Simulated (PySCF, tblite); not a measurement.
**C₅H₁₁FN+: dynamics, then NMR shifts on frames**

Aim: move C₅H₁₁FN+ (`C[C@@H]1C[C@H](CF)[NH2+]1`) away from its starting geometry and see how NMR shifts follow the geometry.

Programs: tblite 0.8.0 and PySCF 2.14.0, with density-fitted response routines of our own. Each step states its level of theory. These are calculated values for one molecule in the gas phase, unless marked as measured. Atoms are numbered from 0 throughout.

### Step 1. The molecule as given

18 atoms, charge 1, multiplicity 1; geometry from: GFN2-xTB.

Bonds of the start (Å): C0–C1 1.51, C1–C2 1.54, C2–C3 1.54, C3–C4 1.52, C4–F5 1.37, C3–N6 1.50, N6–C1 1.51, C0–H7 1.09, C0–H8 1.09, C0–H9 1.09, C1–H10 1.09, C2–H11 1.09, C2–H12 1.09, C3–H13 1.09, C4–H14 1.09, C4–H15 1.09, N6–H16 1.02, N6–H17 1.03.

### Step 2. Thermal motion with GFN2-xTB

Job settings and geometry (Å):

```
{"job": {"kind": "md", "xc": "GFN2-xTB", "basis": "xTB", "temperature": 200, "steps": 2000, "every": 50, "frames": 5}, "charge": 1, "multiplicity": 1}
C      2.135165     0.356377     0.100527
C      1.017079    -0.571784    -0.297728
C     -0.059613    -0.021398    -1.245920
C     -1.120870    -0.445751    -0.218842
C     -2.069782     0.632741     0.282642
F     -1.308931     1.632789     0.831977
N     -0.036335    -0.739873     0.777278
H      2.744615    -0.075598     0.890680
H      2.777488     0.529609    -0.759313
H      1.748244     1.318950     0.429333
H      1.395298    -1.549810    -0.598430
H      0.001766     1.057429    -1.372746
H     -0.128045    -0.494756    -2.219864
H     -1.674097    -1.344492    -0.492570
H     -2.738510     0.268351     1.068770
H     -2.650673     1.061340    -0.538197
H     -0.072927    -1.630805     1.278257
H      0.031370     0.023001     1.465825
```

Level: GFN2-xTB Langevin dynamics, gas phase.

Run with:

```sh
$ OMP_NUM_THREADS=1 python probes_run.py task.json out
```

This one command runs all jobs of the session in turn.

Standard output:

```text
t/fs     T/K      E/eV
    0.0   169.6   -640.40743
   25.0   126.9   -640.17464
   50.0   187.0   -640.22026
   75.0   171.2   -639.99074
  100.0   173.7   -639.93479
  125.0   219.5   -639.97254
  150.0   180.9   -639.95116
  175.0   183.6   -639.97177
  200.0   149.7   -639.84302
  225.0   258.1   -639.90375
  250.0   236.2   -639.91174
  275.0   224.1   -640.08902
  300.0   192.5   -640.05605
  325.0   225.3   -640.11972
  350.0   213.3   -640.09885
  375.0   189.4   -640.01725
  400.0   209.8   -640.05171
  425.0   138.6   -639.95730
  450.0   158.0   -640.05799
  475.0   155.1   -640.09268
  500.0   156.7   -640.04489
  525.0   174.5   -640.02898
  550.0   155.6   -640.06231
  575.0   109.1   -640.00963
  600.0   149.3   -640.10813
  625.0   174.8   -640.11318
  650.0   171.4   -640.04274
  675.0   177.0   -640.03727
  700.0   215.9   -640.05917
  725.0   143.8   -640.01308
  750.0   189.7   -640.10771
  775.0   190.6   -639.96800
  800.0   160.1   -640.00201
  825.0   185.8   -640.02556
  850.0   184.9   -639.93285
  875.0   119.8   -639.89116
  900.0   136.5   -639.99364
  925.0   180.5   -640.07511
  950.0   152.5   -640.03195
  975.0   172.0   -640.06879
 1000.0   137.8   -640.07730
```

It took 47 s on 1 thread of Intel Xeon at 2.50GHz, shared host.

Distance from the start (root mean square after alignment): 0 fs 0.00 Å, 200 fs 0.27 Å, 400 fs 0.13 Å, 600 fs 0.11 Å, 800 fs 0.26 Å, 1000 fs 0.15 Å.

Positions (Å) and forces (eV/Å) at 1000 fs:

```xyz
18

C     2.082   -1.211    0.885   -0.105   -0.697   -0.546
C     1.057   -1.381   -0.229   -0.069    0.185    0.444
C     0.805   -0.166   -1.149   -0.894   -0.248    0.896
C    -0.674   -0.214   -0.661   -0.478   -0.384   -2.355
C    -1.223    1.024    0.011   -0.260   -1.494    0.096
F    -0.314    1.350    0.946    0.330    0.631    0.777
N    -0.401   -1.327    0.280    1.478    1.528    0.292
H     1.946   -2.052    1.570    0.429    0.128   -0.023
H     3.067   -1.224    0.411   -0.112   -0.338    0.183
H     2.064   -0.293    1.441   -0.526    0.450    0.061
H     1.213   -2.339   -0.733    0.044    0.219   -0.104
H     1.240    0.779   -0.821    0.407   -0.339   -0.167
H     0.963   -0.367   -2.199    0.021    0.198   -0.091
H    -1.369   -0.550   -1.493    0.546    0.333    0.897
H    -2.157    0.725    0.505   -0.081    0.481    0.092
H    -1.354    1.803   -0.702   -0.128    0.843   -0.374
H    -1.047   -2.066    0.171   -0.557   -1.472   -0.059
H    -0.402   -1.008    1.259   -0.044   -0.023   -0.018
```

### Step 3. Nuclear shieldings: 250 fs, PBE0/pcSseg-1

Job settings and geometry (Å):

```
{"job": {"kind": "nmr", "xc": "PBE0", "basis": "pcSseg-1", "pop": false}, "charge": 1, "multiplicity": 1}
C      1.841700    -0.090700     0.780900
C      0.907800    -0.974200    -0.042300
C      0.105600    -0.324600    -1.238200
C     -1.186200    -0.480300    -0.432300
C     -1.891200     0.796100    -0.025300
F     -0.996500     1.623800     0.622400
N     -0.380000    -1.151300     0.699000
H      2.023900    -0.568000     1.736100
H      2.761400     0.049600     0.214400
H      1.380400     0.927300     0.938500
H      1.410000    -1.867500    -0.472500
H      0.455900     0.653800    -1.357500
H      0.062700    -0.848500    -2.257600
H     -1.940700    -1.169300    -0.869600
H     -2.693600     0.496000     0.696300
H     -2.254600     1.268100    -0.883600
H     -0.678700    -2.122000     0.932000
H     -0.387900    -0.666500     1.589800
```

Method: GIAO PBE0/pcSseg-1 NMR shielding, non-relativistic, gas phase.

Standard output:

```text
coarse grid: 14400 points
cycle   1  E = -350.9181732981  dE =  1.014e+00  |g| = 5.522e-01  |ddm| = 3.527e+00
cycle   2  E = -350.8846621135  dE =  3.351e-02  |g| = 7.492e-01  |ddm| = 1.118e+00
cycle   3  E = -350.9822960935  dE = -9.763e-02  |g| = 6.389e-02  |ddm| = 5.551e-01
cycle   4  E = -350.9828589660  dE = -5.629e-04  |g| = 3.051e-02  |ddm| = 6.807e-02
cycle   5  E = -350.9830479642  dE = -1.890e-04  |g| = 6.343e-03  |ddm| = 2.427e-02
cycle   6  E = -350.9830544442  dE = -6.480e-06  |g| = 2.156e-03  |ddm| = 4.339e-03
final grid: 137728 points
cycle   7  E = -351.0304330033  dE = -5.823e-05  |g| = 8.251e-03  |ddm| = 3.488e-02
cycle   8  E = -351.0304266557  dE =  6.348e-06  |g| = 1.029e-02  |ddm| = 1.345e-02
cycle   9  E = -351.0304491593  dE = -2.250e-05  |g| = 1.134e-03  |ddm| = 7.108e-03
cycle  10  E = -351.0304493471  dE = -1.878e-07  |g| = 2.998e-04  |ddm| = 8.964e-04
cycle  11  E = -351.0304493614  dE = -1.429e-08  |g| = 6.415e-05  |ddm| = 2.546e-04
cycle  12  E = -351.0304493622  dE = -8.110e-10  |g| = 2.025e-05  |ddm| = 8.055e-05
converged SCF energy = -351.0304493622

GIAO shielding tensors (ppm)
atom      isotropic    diamagn.    paramagn.     s11        s22        s33       span
  0 C      161.593     248.144     -86.551    144.120    158.323    182.338     38.218
  1 C      128.748     252.400    -123.652    101.810    114.897    169.539     67.730
  2 C      152.560     251.122     -98.563    132.555    145.743    179.381     46.825
  3 C      114.920     255.037    -140.117     81.758    112.604    150.399     68.641
  4 C      103.841     239.378    -135.537     76.793     87.266    147.465     70.672
  5 F      429.887     475.544     -45.657    407.440    417.080    465.139     57.699
  6 N      188.476     325.484    -137.009    160.035    180.739    224.653     64.618
  7 H       30.053      28.412       1.641     25.838     27.358     36.962     11.123
  8 H       29.444      27.761       1.683     25.076     25.970     37.286     12.210
  9 H       28.278      28.861      -0.584     23.531     29.124     32.178      8.647
 10 H       26.019      29.748      -3.729     22.354     25.173     30.532      8.178
 11 H       29.550      32.328      -2.778     27.035     28.275     33.340      6.305
 12 H       27.055      29.037      -1.983     23.716     24.334     33.114      9.398
 13 H       26.471      30.319      -3.848     23.784     25.104     30.526      6.742
 14 H       26.196      26.091       0.105     21.195     25.710     31.684     10.489
 15 H       27.537      27.923      -0.386     23.042     26.649     32.920      9.878
 16 H       25.752      29.321      -3.569     20.879     21.384     34.992     14.113
 17 H       27.591      33.242      -5.651     23.623     25.243     33.908     10.285
```

Run time: 89 s. Hardware: 1 thread of Intel Xeon at 2.50GHz, shared host; peak memory 0.79 GiB.

Shifts follow as δ = σ(reference) − σ, with reference shieldings (ppm) from runs at the same level and on the same kind of geometry: 1H TMS 31.72, 13C TMS 186.9, 19F CFCl3 170.9, 15N NH3 267.7. The references are single molecules in the gas phase, so shifts against H2O, NH3, PH3, H3PO4 or CFCl3 are not on the usual liquid scales and can be off by tens of ppm. Each atom is listed at this fixed geometry, with no averaging over motion; a spectrum would average atoms that exchange fast.

| atoms | environment | σ (ppm) | δ (ppm) |
| --- | --- | --- | --- |
| C4 | sp3 CH2 bonded to F | 103.8 | 83.1 |
| C3 | sp3 CH bonded to N | 114.9 | 72.0 |
| C1 | sp3 CH bonded to N | 128.7 | 58.2 |
| C2 | sp3 CH2 in a ring | 152.6 | 34.4 |
| C0 | methyl carbon | 161.6 | 25.3 |
| H16 | hydrogen on an ammonium nitrogen | 25.75 | 5.97 |
| H10 | hydrogen on an sp3 CH bonded to N | 26.02 | 5.70 |
| H14 | hydrogen on an sp3 CH2 bonded to F | 26.20 | 5.52 |
| H13 | hydrogen on an sp3 CH bonded to N | 26.47 | 5.25 |
| H12 | hydrogen on an sp3 CH2 in a ring | 27.05 | 4.66 |
| H15 | hydrogen on an sp3 CH2 bonded to F | 27.54 | 4.18 |
| H17 | hydrogen on an ammonium nitrogen | 27.59 | 4.13 |
| H9 | hydrogen on a methyl carbon | 28.28 | 3.44 |
| H8 | hydrogen on a methyl carbon | 29.44 | 2.27 |
| H11 | hydrogen on an sp3 CH2 in a ring | 29.55 | 2.17 |
| H7 | hydrogen on a methyl carbon | 30.05 | 1.66 |
| F5 | fluorine on an sp3 carbon | 429.9 | -258.9 |
| N6 | ammonium nitrogen | 188.5 | 79.3 |

Ring of atoms C1, C2, C3, N6: NICS(0) -1.9, NICS(1) 0.0, NICS(1)zz 2.8 ppm (means of both faces).

### Step 4. NMR shieldings: 425 fs, PBE0/pcSseg-1

Job settings and geometry (Å):

```
{"job": {"kind": "nmr", "xc": "PBE0", "basis": "pcSseg-1", "pop": false}, "charge": 1, "multiplicity": 1}
C      2.184700    -1.021100     0.869000
C      0.939400    -1.470000     0.175400
C      0.592900    -0.541400    -0.998300
C     -0.824000    -0.337400    -0.467300
C     -1.303700     1.075900    -0.209400
F     -0.388700     1.771600     0.573800
N     -0.401100    -1.114300     0.828300
H      2.516200    -1.606100     1.744000
H      3.030100    -0.945100     0.175700
H      2.090200     0.033800     1.210700
H      0.964400    -2.529900     0.026000
H      1.173500     0.320500    -1.106500
H      0.534100    -1.099900    -1.988500
H     -1.624300    -0.916600    -0.928800
H     -2.210900     1.083700     0.387000
H     -1.487700     1.689000    -1.116200
H     -0.978300    -1.912900     1.098300
H     -0.264000    -0.349900     1.522500
```

Level: GIAO PBE0/pcSseg-1 NMR shielding, non-relativistic, gas phase.

Standard output:

```text
coarse grid: 14400 points
cycle   1  E = -350.9185251973  dE =  1.021e+00  |g| = 5.647e-01  |ddm| = 3.541e+00
cycle   2  E = -350.8738257990  dE =  4.470e-02  |g| = 7.992e-01  |ddm| = 1.145e+00
cycle   3  E = -350.9848759584  dE = -1.111e-01  |g| = 6.382e-02  |ddm| = 5.859e-01
cycle   4  E = -350.9854331716  dE = -5.572e-04  |g| = 3.105e-02  |ddm| = 6.805e-02
cycle   5  E = -350.9856290012  dE = -1.958e-04  |g| = 5.973e-03  |ddm| = 2.450e-02
cycle   6  E = -350.9856346110  dE = -5.610e-06  |g| = 2.156e-03  |ddm| = 4.364e-03
final grid: 137728 points
cycle   7  E = -351.0331185581  dE = -6.186e-05  |g| = 9.078e-03  |ddm| = 3.566e-02
cycle   8  E = -351.0331096700  dE =  8.888e-06  |g| = 1.148e-02  |ddm| = 1.463e-02
cycle   9  E = -351.0331383334  dE = -2.866e-05  |g| = 1.285e-03  |ddm| = 7.865e-03
cycle  10  E = -351.0331385860  dE = -2.526e-07  |g| = 3.186e-04  |ddm| = 9.709e-04
cycle  11  E = -351.0331386033  dE = -1.730e-08  |g| = 7.054e-05  |ddm| = 2.789e-04
cycle  12  E = -351.0331386043  dE = -1.013e-09  |g| = 2.203e-05  |ddm| = 8.224e-05
cycle  13  E = -351.0331386044  dE = -1.079e-10  |g| = 4.192e-06  |ddm| = 1.884e-05
converged SCF energy = -351.0331386044

GIAO shielding tensors (ppm)
atom      isotropic    diamagn.    paramagn.     s11        s22        s33       span
  0 C      162.924     246.797     -83.873    146.553    155.405    186.813     40.260
  1 C      127.473     251.718    -124.245     87.208    122.383    172.829     85.621
  2 C      156.085     248.950     -92.865    130.941    151.049    186.264     55.323
  3 C      116.555     253.797    -137.242     79.481    118.037    152.147     72.666
  4 C      101.723     239.505    -137.782     73.893     83.468    147.808     73.915
  5 F      432.115     475.038     -42.923    404.438    419.109    472.799     68.360
  6 N      184.319     328.093    -143.773    151.832    178.407    222.719     70.888
  7 H       29.196      25.966       3.230     24.624     25.890     37.075     12.451
  8 H       29.395      26.633       2.762     25.256     26.445     36.485     11.230
  9 H       29.293      29.170       0.123     24.964     29.492     33.422      8.458
 10 H       27.281      30.308      -3.027     23.506     27.182     31.155      7.649
 11 H       29.631      31.993      -2.362     27.217     28.219     33.456      6.239
 12 H       27.120      28.340      -1.219     23.795     24.538     33.028      9.234
 13 H       26.802      31.302      -4.500     24.214     25.697     30.495      6.280
 14 H       26.605      27.719      -1.114     21.762     26.249     31.804     10.042
 15 H       25.786      26.382      -0.596     21.519     24.738     31.099      9.580
 16 H       26.261      31.101      -4.839     21.134     21.854     35.796     14.662
 17 H       25.665      31.959      -6.294     21.794     24.894     30.308      8.514
```

Run time: 1.7 min. Hardware: 1 thread of Intel Xeon at 2.50GHz, shared host; peak memory 0.82 GiB.

In short: δ C4 85.2, C3 70.4, C1 59.5, C2 30.8, H17 6.05, H15 5.93 ppm.

(Part 1 of 2 ends here.)
